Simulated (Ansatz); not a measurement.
The system is AlCo4.

```
Co Al
1.0
     1.28934    0.74440    9.97436
    -1.28934    0.74440    9.97436
     0.00000   -1.48880    9.97436
Co Al
4 1
Direct
  0.40114 0.40114 0.40114
  0.79968 0.79968 0.79968
  0.20032 0.20032 0.20032
  0.59886 0.59886 0.59886
  0.00000 0.00000 0.00000
```

The cell comes from a database or a generator and needn't be the stable form of this composition.

Alike in all runs: program Ansatz 0.2.0; functional PBEsol; potentials or basis Ansatz PAW; cutoff 420 eV (not typed: the program's choice for these potentials); k mesh 12 × 12 × 12; occupations fermi-dirac, width 0.05 eV.

Starts and where they ended:

| start | free energy over the lowest (meV/atom) | net moment (μB) | site or absolute moments (μB) | gap |
| --- | --- | --- | --- | --- |
| collinear spin, ferrimagnetic start of up to 2 μB | 0.0 | 5.93 | Co +1.36, +1.75; Al -0.05 | none (metal or under the smearing width) |
| collinear spin, antiferromagnetic start of up to 2 μB | 0.0 | 5.93 | Co +1.36, +1.75; Al -0.05 | none (metal or under the smearing width) |
| collinear spin, ferromagnetic start of up to 2 μB | 0.0 | 5.93 | Co +1.36, +1.75; Al -0.05 | none (metal or under the smearing width) |
| collinear spin, ferromagnetic start of up to 3.5 μB | 0.0 | 5.93 | Co +1.36, +1.75; Al -0.05 | none (metal or under the smearing width) |
| collinear spin, random start of up to 1.93 μB | 0.0 | 5.93 | Co +1.36, +1.75; Al -0.05 | none (metal or under the smearing width) |
| no spin polarisation | 118.9 | - | - | none (metal or under the smearing width) |

Allowing spin polarisation gains 119 meV/atom. A still lower state may exist.

Caveats: the starting moments weren't kept (some runs); the magnetic or orbital state may not be the lowest (some runs).
